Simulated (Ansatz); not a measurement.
# CH9BSSi2: geometry optimisation

Aim: relax CH9BSSi2 at this level.

Computed with Ansatz 0.2.0. Level: RHF/def2-SVP.

### 1 The system as given

14 atoms, charge 0, spin multiplicity 1.

Atoms are counted from 1 here; the program's logs count them from 0.

Bond lengths: Si1–B2 2.028 Å, Si1–H6 1.506 Å, Si1–H7 1.510 Å, Si1–H8 1.510 Å, B2–C3 1.562 Å, B2–H9 1.221 Å, C3–S4 1.842 Å, C3–H10 1.111 Å, C3–H11 1.125 Å, S4–Si5 2.155 Å, Si5–H12 1.507 Å, Si5–H13 1.507 Å, Si5–H14 1.501 Å. Angles: B2–Si1–H6 113.4°, B2–Si1–H7 109.7°, B2–Si1–H8 109.9°, H6–Si1–H7 108.0°, H6–Si1–H8 108.1°, H7–Si1–H8 107.4°, Si1–B2–C3 122.7°, Si1–B2–H9 121.3°, C3–B2–H9 115.9°, B2–C3–S4 115.7°, B2–C3–H10 113.7°, B2–C3–H11 99.6°, S4–C3–H10 111.6°, S4–C3–H11 110.0°, H10–C3–H11 105.1°, C3–S4–Si5 100.1°, S4–Si5–H12 111.2°, S4–Si5–H13 111.6° and more.

Geometry (Å):

```mol
CH9BSSi2
  3D, bonds by distance, orders not assigned

 14 13  0  0  0  0  0  0  0  0999 V2000
   -2.2873    1.0810    0.9746 Si  0  0
   -0.2921    1.4414    0.9228 B   0  0
    0.7076    0.5357    0.1361 C   0  0
   -0.0429   -0.5619   -1.1390 S   0  0
    1.5822   -1.9409   -1.4569 Si  0  0
   -3.0378    1.9971    1.9056 H   0  0
   -2.8707    1.2407   -0.4092 H   0  0
   -2.5401   -0.3424    1.4104 H   0  0
    0.2082    2.3366    1.5853 H   0  0
    1.5877    1.0839   -0.2635 H   0  0
    1.1093   -0.0816    0.9859 H   0  0
    1.9525   -2.6492   -0.1793 H   0  0
    2.8130   -1.2381   -1.9687 H   0  0
    1.0973   -2.9317   -2.4752 H   0  0
  1  2  8  0
  1  6  8  0
  1  7  8  0
  1  8  8  0
  2  3  8  0
  2  9  8  0
  3  4  8  0
  3 10  8  0
  3 11  8  0
  4  5  8  0
  5 12  8  0
  5 13  8  0
  5 14  8  0
M  END
```

### 2 Relaxation

File input.yaml:

```yaml
crystal:
  periodic: [false, false, false]
  atoms:
    - { symbol: Si, position_ang: [-2.287287, 1.081005, 0.974576] }
    - { symbol: B, position_ang: [-0.292053, 1.441383, 0.922815] }
    - { symbol: C, position_ang: [0.707626, 0.535659, 0.136119] }
    - { symbol: S, position_ang: [-0.042915, -0.561932, -1.139048] }
    - { symbol: Si, position_ang: [1.582248, -1.94087, -1.456858] }
    - { symbol: H, position_ang: [-3.037771, 1.997108, 1.90559] }
    - { symbol: H, position_ang: [-2.87071, 1.240741, -0.409195] }
    - { symbol: H, position_ang: [-2.540147, -0.342448, 1.410365] }
    - { symbol: H, position_ang: [0.208159, 2.336637, 1.585254] }
    - { symbol: H, position_ang: [1.587705, 1.083889, -0.263525] }
    - { symbol: H, position_ang: [1.109347, -0.081631, 0.985902] }
    - { symbol: H, position_ang: [1.952499, -2.6492, -0.179261] }
    - { symbol: H, position_ang: [2.812977, -1.238068, -1.968729] }
    - { symbol: H, position_ang: [1.09732, -2.931674, -2.475203] }
basis:
  gaussian: { orbitals: def2-SVP }
hamiltonian:
  xc: hf
output:
  forces: true
relax:
  f_tol: 0.003
  max_steps: 120
```

Launch:

```
$ ansatz run input.yaml --threads 1 --pin off --max-ram 2560MiB --backend cpu --events-out ev --progress --plain --runs-dir out
```

Standard output:

```text
Warning: RAYON_NUM_THREADS=1 ignored (pool sized by the plan → 1); use --threads N
The last accepted step is kept in <dir> (removed where the run ends without a failure and the disk answers)
Engine: ansatz 0.2.0, x86_64-unknown-linux-gnu
Functional definition: HF
  exchange = exact_x
  correlation = 0
1352 factors; integrals over basis functions are off by at most 3.3e-4 eV
mean field evaluation 1: about -28374.1276 eV, gradient 2.2e1 eV
mean field evaluation 2: about -28374.2004 eV, gradient 2.2e1 eV
mean field evaluation 4: about -28376.4130 eV, gradient 3.0e0 eV
mean field evaluation 8: about -28376.4486 eV, gradient 1.5e-1 eV
mean field -28376.44880312 eV, -1042.8152592668 hartree, gradient 2.9e-5 eV, S^2 0.000000; 0 other end points of the search recorded, 0 dependent functions left out
the calculation of the forces begins
reference -28376.44880312 eV, -1042.8152592668 hartree; 32, 32 occupied and 95, 95 virtual orbitals, 1352 factors
relax step   1: F+E_penalty+E_count = -28376.44880312 eV  Δ(F+E_penalty+E_count) = +0.000e0 eV  max|allowed force component| = 1.002e0 eV/Å  Δτ_max = 0.0000 Å  (35 SCF iters, accepted)
these checks for a lower state are left out or cut short: starts, cluster_reference, orbital_swaps, neighbouring_geometries, increment
1352 factors; integrals over basis functions are off by at most 3.3e-4 eV
mean field evaluation 16: about -28376.5149 eV, gradient 2.9e-4 eV
mean field -28376.51490366 eV, -1042.8176884168 hartree, gradient 1.4e-5 eV, S^2 0.000000; 0 other end points of the search recorded, 0 dependent functions left out
the calculation of the forces begins
reference -28376.51490366 eV, -1042.8176884168 hartree; 32, 32 occupied and 95, 95 virtual orbitals, 1352 factors
relax step   2: F+E_penalty+E_count = -28376.51490366 eV  Δ(F+E_penalty+E_count) = -6.610e-2 eV  max|allowed force component| = 4.666e-1 eV/Å  Δτ_max = 0.0784 Å  (34 SCF iters, accepted)
these checks for a lower state are left out or cut short: starts, cluster_reference, orbital_swaps, neighbouring_geometries, increment
1352 factors; integrals over basis functions are off by at most 3.3e-4 eV
mean field -28376.52907663 eV, -1042.8182092638 hartree, gradient 2.7e-5 eV, S^2 0.000000; 0 other end points of the search recorded, 0 dependent functions left out
the calculation of the forces begins
reference -28376.52907663 eV, -1042.8182092638 hartree; 32, 32 occupied and 95, 95 virtual orbitals, 1352 factors
relax step   3: F+E_penalty+E_count = -28376.52907663 eV  Δ(F+E_penalty+E_count) = -1.417e-2 eV  max|allowed force component| = 9.733e-2 eV/Å  Δτ_max = 0.0547 Å  (33 SCF iters, accepted)
[... from here on, the SCF cycles and remarks between the steps are left out ...]
relax step   4: F+E_penalty+E_count = -28376.53071348 eV  Δ(F+E_penalty+E_count) = -1.637e-3 eV  max|allowed force component| = 4.724e-2 eV/Å  Δτ_max = 0.0103 Å  (28 SCF iters, accepted)
relax step   5: F+E_penalty+E_count = -28376.53064962 eV  Δ(F+E_penalty+E_count) = +6.386e-5 eV  max|allowed force component| = 1.087e-1 eV/Å  Δτ_max = 0.0169 Å  (28 SCF iters, rejected (line search))
relax step   6: F+E_penalty+E_count = -28376.53124702 eV  Δ(F+E_penalty+E_count) = -5.335e-4 eV  max|allowed force component| = 2.293e-2 eV/Å  Δτ_max = 0.0081 Å  (28 SCF iters, accepted)
relax step   7: F+E_penalty+E_count = -28376.53180122 eV  Δ(F+E_penalty+E_count) = -5.542e-4 eV  max|allowed force component| = 3.721e-2 eV/Å  Δτ_max = 0.0466 Å  (33 SCF iters, accepted)
relax step   8: F+E_penalty+E_count = -28376.53215110 eV  Δ(F+E_penalty+E_count) = -3.499e-4 eV  max|allowed force component| = 2.728e-2 eV/Å  Δτ_max = 0.0219 Å  (34 SCF iters, accepted)
relax step   9: F+E_penalty+E_count = -28376.53250989 eV  Δ(F+E_penalty+E_count) = -3.588e-4 eV  max|allowed force component| = 2.428e-2 eV/Å  Δτ_max = 0.0348 Å  (34 SCF iters, accepted)
relax step  10: F+E_penalty+E_count = -28376.53284967 eV  Δ(F+E_penalty+E_count) = -3.398e-4 eV  max|allowed force component| = 2.833e-2 eV/Å  Δτ_max = 0.0341 Å  (34 SCF iters, accepted)
relax step  11: F+E_penalty+E_count = -28376.53309604 eV  Δ(F+E_penalty+E_count) = -2.464e-4 eV  max|allowed force component| = 3.305e-2 eV/Å  Δτ_max = 0.0323 Å  (34 SCF iters, accepted)
relax step  12: F+E_penalty+E_count = -28376.53331420 eV  Δ(F+E_penalty+E_count) = -2.182e-4 eV  max|allowed force component| = 4.173e-2 eV/Å  Δτ_max = 0.0273 Å  (28 SCF iters, accepted)
relax step  13: F+E_penalty+E_count = -28376.53352021 eV  Δ(F+E_penalty+E_count) = -2.060e-4 eV  max|allowed force component| = 3.202e-2 eV/Å  Δτ_max = 0.0282 Å  (33 SCF iters, accepted)
relax step  14: F+E_penalty+E_count = -28376.53371254 eV  Δ(F+E_penalty+E_count) = -1.923e-4 eV  max|allowed force component| = 2.491e-2 eV/Å  Δτ_max = 0.0282 Å  (34 SCF iters, accepted)
relax step  15: F+E_penalty+E_count = -28376.53385654 eV  Δ(F+E_penalty+E_count) = -1.440e-4 eV  max|allowed force component| = 3.104e-2 eV/Å  Δτ_max = 0.0238 Å  (34 SCF iters, accepted)
relax step  16: F+E_penalty+E_count = -28376.53400247 eV  Δ(F+E_penalty+E_count) = -1.459e-4 eV  max|allowed force component| = 2.136e-2 eV/Å  Δτ_max = 0.0264 Å  (34 SCF iters, accepted)
relax step  17: F+E_penalty+E_count = -28376.53411678 eV  Δ(F+E_penalty+E_count) = -1.143e-4 eV  max|allowed force component| = 2.337e-2 eV/Å  Δτ_max = 0.0200 Å  (34 SCF iters, accepted)
relax step  18: F+E_penalty+E_count = -28376.53420230 eV  Δ(F+E_penalty+E_count) = -8.552e-5 eV  max|allowed force component| = 2.426e-2 eV/Å  Δτ_max = 0.0220 Å  (34 SCF iters, accepted)
relax step  19: F+E_penalty+E_count = -28376.53426792 eV  Δ(F+E_penalty+E_count) = -6.562e-5 eV  max|allowed force component| = 2.190e-2 eV/Å  Δτ_max = 0.0191 Å  (34 SCF iters, accepted)
relax step  20: F+E_penalty+E_count = -28376.53431276 eV  Δ(F+E_penalty+E_count) = -4.484e-5 eV  max|allowed force component| = 1.154e-2 eV/Å  Δτ_max = 0.0055 Å  (27 SCF iters, accepted)
relax step  21: F+E_penalty+E_count = -28376.53432836 eV  Δ(F+E_penalty+E_count) = -1.561e-5 eV  max|allowed force component| = 9.594e-3 eV/Å  Δτ_max = 0.0107 Å  (28 SCF iters, accepted)
relax step  22: F+E_penalty+E_count = -28376.53433958 eV  Δ(F+E_penalty+E_count) = -1.121e-5 eV  max|allowed force component| = 4.194e-3 eV/Å  Δτ_max = 0.0038 Å  (26 SCF iters, accepted)
relax step  23: F+E_penalty+E_count = -28376.53434239 eV  Δ(F+E_penalty+E_count) = -2.819e-6 eV  max|allowed force component| = 3.475e-3 eV/Å  Δτ_max = 0.0022 Å  (25 SCF iters, accepted)
relax step  24: F+E_penalty+E_count = -28376.53434504 eV  Δ(F+E_penalty+E_count) = -2.646e-6 eV  max|allowed force component| = 2.461e-3 eV/Å  Δτ_max = 0.0047 Å  (27 SCF iters, accepted)
relax step  25: F+E_penalty+E_count = -28376.53434683 eV  Δ(F+E_penalty+E_count) = -1.789e-6 eV  max|allowed force component| = 4.067e-3 eV/Å  Δτ_max = 0.0061 Å  (27 SCF iters, accepted)
these checks for a lower state are left out or cut short: starts, cluster_reference, orbital_swaps, neighbouring_geometries, increment
1352 factors; integrals over basis functions are off by at most 3.4e-4 eV
mean field -28376.53434790 eV, -1042.8184029793 hartree, gradient 1.8e-5 eV, S^2 0.000000; 0 other end points of the search recorded, 0 dependent functions left out
the calculation of the forces begins
reference -28376.53434790 eV, -1042.8184029793 hartree; 32, 32 occupied and 95, 95 virtual orbitals, 1352 factors
relax step  26: F+E_penalty+E_count = -28376.53434790 eV  Δ(F+E_penalty+E_count) = -1.066e-6 eV  max|allowed force component| = 2.512e-3 eV/Å  Δτ_max = 0.0037 Å  (25 SCF iters, accepted)
1352 factors; integrals over basis functions are off by at most 3.4e-4 eV
mean field -28376.53434790 eV, -1042.8184029793 hartree, gradient 1.8e-5 eV, S^2 0.000000; 1 other end points of the search recorded, 0 dependent functions left out
the calculation of the forces begins
reference -28376.53434790 eV, -1042.8184029793 hartree; 32, 32 occupied and 95, 95 virtual orbitals, 1352 factors
Total energy: -28376.53434790 eV, -1042.8184029793 hartree
Atom 0 at    -2.373432     1.174301     0.948837 Å, force    -0.000245     0.000538    -0.000220 eV/Å
Atom 1 at    -0.328042     1.352776     0.980376 Å, force    -0.000412     0.000037     0.002288 eV/Å
Atom 2 at     0.702338     0.401984     0.247769 Å, force     0.000521     0.000357    -0.002512 eV/Å
Atom 3 at    -0.039585    -0.800899    -0.922077 Å, force     0.002356    -0.000991    -0.000080 eV/Å
Atom 4 at     1.671410    -1.956552    -1.515214 Å, force    -0.000459     0.001168     0.001144 eV/Å
Atom 5 at    -3.010838     2.221249     1.788108 Å, force     0.000239    -0.000199    -0.000156 eV/Å
Atom 6 at    -2.891279     1.313804    -0.436028 Å, force     0.000086    -0.000026    -0.000041 eV/Å
Atom 7 at    -2.779873    -0.152440     1.480130 Å, force     0.000190    -0.000049     0.000039 eV/Å
Atom 8 at     0.180180     2.222993     1.639436 Å, force    -0.000569    -0.000177    -0.000785 eV/Å
Atom 9 at     1.457389     1.009186    -0.257812 Å, force     0.000244    -0.000356    -0.000366 eV/Å
Atom 10 at     1.227934    -0.128417     1.051315 Å, force    -0.000342    -0.000597     0.001270 eV/Å
Atom 11 at     2.297558    -2.614342    -0.344624 Å, force    -0.000509     0.000706    -0.001250 eV/Å
Atom 12 at     2.692384    -1.100598    -2.162891 Å, force    -0.001079    -0.000674     0.000456 eV/Å
Atom 13 at     1.180852    -2.972447    -2.468522 Å, force    -0.000020     0.000263     0.000212 eV/Å
Dipole moment:     0.422295     0.073255     0.118530 e Å
```

Run time: 5.3 min. Hardware: 1 thread of Intel Xeon at 2.50GHz (Skylake/Cascade Lake), shared host; peak memory 0.3 GiB.

Step by step:

```csv
step,energy from step 1 (eV),largest force component (eV/Å)
1,0.0000,1.0016
2,-0.0661,0.4666
3,-0.0803,0.0973
4,-0.0819,0.0472
5,-0.0818,0.1087
6,-0.0824,0.0229
7,-0.0830,0.0372
8,-0.0833,0.0273
9,-0.0837,0.0243
10,-0.0840,0.0283
11,-0.0843,0.0331
12,-0.0845,0.0417
13,-0.0847,0.0320
14,-0.0849,0.0249
15,-0.0851,0.0310
16,-0.0852,0.0214
17,-0.0853,0.0234
18,-0.0854,0.0243
19,-0.0855,0.0219
20,-0.0855,0.0115
21,-0.0855,0.0096
22,-0.0855,0.0042
23,-0.0855,0.0035
24,-0.0855,0.0025
25,-0.0855,0.0041
26,-0.0855,0.0025
```

Close pairs (by a distance rule), those that changed most:

```
   bond  before (Å)  after (Å)  change (Å)
 C3–H11       1.125      1.097      -0.028
Si5–H13       1.507      1.481      -0.025
Si5–H12       1.507      1.482      -0.025
 Si1–B2       2.028      2.053      +0.025
 Si1–H7       1.510      1.485      -0.025
Si5–H14       1.501      1.477      -0.024
 Si1–H8       1.510      1.486      -0.024
 Si1–H6       1.506      1.486      -0.021
```

### 3 Summary of results

```
             quantity      value
        energy gained  0.0855 eV
root mean square move    0.213 Å
        dipole moment     2.14 D
```

Bond lengths: Si1–B2 2.053 Å, Si1–H6 1.486 Å, Si1–H7 1.485 Å, Si1–H8 1.486 Å, B2–C3 1.582 Å, B2–H9 1.204 Å, C3–S4 1.835 Å, C3–H10 1.093 Å, C3–H11 1.097 Å, S4–Si5 2.148 Å, Si5–H12 1.482 Å, Si5–H13 1.481 Å, Si5–H14 1.477 Å. Angles: B2–Si1–H6 110.9°, B2–Si1–H7 110.7°, B2–Si1–H8 110.2°, H6–Si1–H7 108.1°, H6–Si1–H8 108.1°, H7–Si1–H8 108.8°, Si1–B2–C3 126.1°, Si1–B2–H9 119.4°, C3–B2–H9 114.4°, B2–C3–S4 115.2°, B2–C3–H10 109.3°, B2–C3–H11 105.3°, S4–C3–H10 110.4°, S4–C3–H11 110.1°, H10–C3–H11 106.1°, C3–S4–Si5 101.9°, S4–Si5–H12 110.9°, S4–Si5–H13 111.0° and more. No frequencies were computed here.
